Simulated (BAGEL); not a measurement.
**B3LYP/cc-pVDZ (density fitting with qzvpp-jkfit) run of CH3BrGe (SMILES [CH3][Ge][Br])**

Aim: the energy change on altering one bond length of CH3BrGe at B3LYP/cc-pVDZ (density fitting with qzvpp-jkfit), from 2 runs. 

The calculation is run with BAGEL 1.2.2.

## (1) The system as given

The species is CH3BrGe (6 atoms), meant as a singlet with charge 0. SMILES: `[CH3][Ge][Br]`. The shape is that of a PBE0-D4/def2-TZVP optimisation.

Bond lengths: C1–Ge2 1.985 Å, Ge2–Br3 2.358 Å, C1–H4 1.094 Å, C1–H5 1.092 Å, C1–H6 1.094 Å. Angles: C1–Ge2–Br3 96.4°, Ge2–C1–H4 109.5°, Ge2–C1–H5 111.1°, Ge2–C1–H6 109.9°, H4–C1–H5 109.4°, H4–C1–H6 107.2°, H5–C1–H6 109.5°.

## (2) The energy at B3LYP/cc-pVDZ (density fitting with qzvpp-jkfit)

Input file job.json:

```json
{ "bagel" : [

{
  "title" : "molecule",
  "basis" : "cc-pvdz.json",
  "df_basis" : "qzvpp-jkfit",
  "angstrom" : "true",
  "geometry" : [
    { "atom" : "C", "xyz" : [   -0.427600,    0.399000,   -0.270700 ] },
    { "atom" : "Ge", "xyz" : [    0.170800,   -0.356300,    1.464600 ] },
    { "atom" : "Br", "xyz" : [    1.884400,   -1.715100,    0.583800 ] },
    { "atom" : "H", "xyz" : [    0.401600,    0.936200,   -0.741200 ] },
    { "atom" : "H", "xyz" : [   -1.269700,    1.080800,   -0.133600 ] },
    { "atom" : "H", "xyz" : [   -0.717300,   -0.408600,   -0.949200 ] }
  ]
},
{
  "title" : "ks",
  "xc_func" : "b3lyp"
},
{
  "title" : "print",
  "file" : "orbitals.molden",
  "orbitals" : "true"
}

]}
```

The basis set cc-pVDZ is read from a file made from the Basis Set Exchange's data (not shown).

Started as:

```sh
$ BAGEL_NUM_THREADS=1 BAGEL job.json > job.out
```

The program printed:

```text
* using 1 threads per process

  ===============================================================
  ===============================================================

  *** Geometry ***

  { "atom" : "C", "xyz" : [     -0.808047,      0.754001,     -0.511549 ] },
  { "atom" : "Ge", "xyz" : [      0.322765,     -0.673309,      2.767693 ] },
  { "atom" : "Br", "xyz" : [      3.561000,     -3.241069,      1.103222 ] },
  { "atom" : "H", "xyz" : [      0.758914,      1.769162,     -1.400665 ] },
  { "atom" : "H", "xyz" : [     -2.399385,      2.042416,     -0.252467 ] },
  { "atom" : "H", "xyz" : [     -1.355501,     -0.772142,     -1.793728 ] },

  Number of auxiliary basis functions:      661

  Since a DF basis is specified, we compute 2- and 3-index integrals:
    o Being stored without compression. Storage requirement is 0.036 GB

  Number of basis functions:       83
  Number of electrons      :       76

    * METHOD: MOLECULE                             0.39

  *** Kohn-Sham DFT ***

    * Removing 9958 points whose weight is below 1.00e-10
    * Grid points: 79478

  === Nuclear Repulsion ===
   381.6709200631

       - DIIS with orbital gradients will be used.

  === KS iteration (b3lyp / cc-pvdz.json) ===
      0      -4667.19919059          0.05750639           0.39
      1      -4366.62347964          0.28285626           0.36
      2      -4613.38842912          0.05325080           0.35
      3      -4480.14332643          0.19607366           0.35
      4      -4480.72799101          0.19506415           0.35
      5      -4482.22063685          0.19160991           0.35
      6      -4482.29969991          0.19155515           0.35
      7      -4475.45360698          0.19793697           0.35
      8      -4544.41673478          0.14338011           0.36
      9      -4663.77069829          0.14957305           0.35
     10      -4688.35485247          0.04754342           0.35
     11      -4679.08214772          0.09092811           0.35
     12      -4690.23758510          0.03269821           0.35
     13      -4691.04818736          0.00875104           0.35
     14      -4691.11469771          0.00250683           0.35
     15      -4691.11774277          0.00056077           0.35
     16      -4691.11790021          0.00049260           0.35
     17      -4691.11805150          0.00004742           0.35
     18      -4691.11805295          0.00001668           0.35
     19      -4691.11805315          0.00000256           0.35
     20      -4691.11805316          0.00000072           0.35
     21      -4691.11805316          0.00000027           0.35
     22      -4691.11805316          0.00000010           0.35
     23      -4691.11805316          0.00000007           0.35
     24      -4691.11805316          0.00000003           0.35
     25      -4691.11805316          0.00000000           0.36
    * SCF iteration converged.

    * Permanent dipole moment:
           (    0.654443,    -0.572032,     0.042655) a.u.

    * METHOD: KS                                   9.50

    * METHOD: PRINT                                0.01

  ===============================================================
```

It took 10 s on 1 thread of Arm Neoverse V2, shared host; peak memory 0.4 GiB.

## (3) The distorted shape at the same level

Input file input.json:

```json
{ "bagel": [

{
  "title": "molecule",
  "basis": "cc-pvdz.json",
  "df_basis": "qzvpp-jkfit",
  "angstrom": true,
  "geometry": [
    { "atom": "C", "xyz": [   -0.174961,    0.194453,   -0.311831 ] },
    { "atom": "Ge", "xyz": [    0.423439,   -0.560847,    1.423469 ] },
    { "atom": "Br", "xyz": [    2.137039,   -1.919647,    0.542669 ] },
    { "atom": "H", "xyz": [    0.654239,    0.731653,   -0.782331 ] },
    { "atom": "H", "xyz": [   -1.269700,    1.080800,   -0.133600 ] },
    { "atom": "H", "xyz": [   -0.464661,   -0.613147,   -0.990331 ] }
  ]
},
{ "title": "ks", "xc_func": "b3lyp" },
{ "title": "print", "file": "orbitals.molden", "orbitals": true }

]}
```

The basis set cc-pVDZ is read from a file made from the Basis Set Exchange's data (not shown).

Started as:

```sh
$ BAGEL_NUM_THREADS=1 BAGEL input.json > input.out
```

The program printed:

```text
* using 1 threads per process

  ===============================================================
  ===============================================================

  *** Geometry ***

  { "atom" : "C", "xyz" : [     -0.330628,      0.367463,     -0.589275 ] },
  { "atom" : "Ge", "xyz" : [      0.800184,     -1.059847,      2.689967 ] },
  { "atom" : "Br", "xyz" : [      4.038418,     -3.627607,      1.025496 ] },
  { "atom" : "H", "xyz" : [      1.236333,      1.382624,     -1.478391 ] },
  { "atom" : "H", "xyz" : [     -2.399385,      2.042416,     -0.252467 ] },
  { "atom" : "H", "xyz" : [     -0.878082,     -1.158680,     -1.871454 ] },

  Number of auxiliary basis functions:      661

  Since a DF basis is specified, we compute 2- and 3-index integrals:
    o Being stored without compression. Storage requirement is 0.036 GB

  Number of basis functions:       83
  Number of electrons      :       76

    * METHOD: MOLECULE                             0.40

  *** Kohn-Sham DFT ***

    * Removing 9570 points whose weight is below 1.00e-10
    * Grid points: 79866

  === Nuclear Repulsion ===
   380.0714097939

       - DIIS with orbital gradients will be used.

  === KS iteration (b3lyp / cc-pvdz.json) ===
      0      -4667.62943041          0.05694262           0.39
      1      -4364.80705059          0.26149266           0.36
      2      -4614.12494386          0.05330669           0.36
      3      -4481.88010115          0.20360748           0.36
      4      -4481.87822410          0.20360929           0.36
      5      -4482.91209205          0.19992548           0.36
      6      -4484.00418786          0.19805229           0.35
      7      -4474.43561296          0.19873360           0.35
      8      -4543.26683655          0.16548490           0.36
      9      -4672.49856894          0.06169355           0.36
     10      -4656.34731733          0.11668396           0.36
     11      -4678.58790677          0.07574013           0.35
     12      -4688.11557955          0.04809080           0.35
     13      -4680.29738777          0.07450303           0.36
     14      -4688.92972509          0.04497764           0.36
     15      -4683.58498944          0.07443151           0.36
     16      -4691.05805349          0.00596552           0.35
     17      -4691.06506633          0.00552488           0.36
     18      -4691.07787433          0.00256720           0.36
     19      -4691.08099734          0.00164711           0.35
     20      -4691.08253548          0.00106850           0.35
     21      -4691.08366003          0.00009917           0.35
     22      -4691.08366633          0.00002144           0.35
     23      -4691.08366660          0.00000713           0.36
     24      -4691.08366663          0.00000078           0.35
     25      -4691.08366663          0.00000031           0.36
     26      -4691.08366663          0.00000017           0.36
     27      -4691.08366663          0.00000003           0.36
     28      -4691.08366663          0.00000001           0.36
     29      -4691.08366663          0.00000001           0.35
    * SCF iteration converged.

    * Permanent dipole moment:
           (    0.557975,    -0.488653,     0.025698) a.u.

    * METHOD: KS                                  11.04

    * METHOD: PRINT                                0.01

  ===============================================================
```

Wall time 12 s (1 thread of Arm Neoverse V2, shared host); peak memory 0.4 GiB.

## (4) Results

Level: B3LYP/cc-pVDZ (density fitting with qzvpp-jkfit).

| quantity | value |
| --- | --- |
| first shape: total energy | -4691.11805 Eh |
| first shape: dipole moment | 2.21 D |
| first shape: HOMO energy | -6.51 eV |
| first shape: LUMO energy | -2.88 eV |
| first shape: HOMO–LUMO gap | 3.63 eV |
| distorted shape: total energy | -4691.08367 Eh |
| distorted shape: dipole moment | 1.89 D |
| distorted shape: HOMO energy | -6.59 eV |
| distorted shape: LUMO energy | -2.92 eV |
| distorted shape: HOMO–LUMO gap | 3.67 eV |
| energy change with the C1–H5 bond stretched from 1.092 to 1.420 Å | 0.936 eV |

In words: With the C1–H5 bond stretched from 1.092 to 1.420 Å the energy rises by 0.94 eV (90.3 kJ/mol). The first shape isn't relaxed at this level, so the change isn't measured from a minimum.
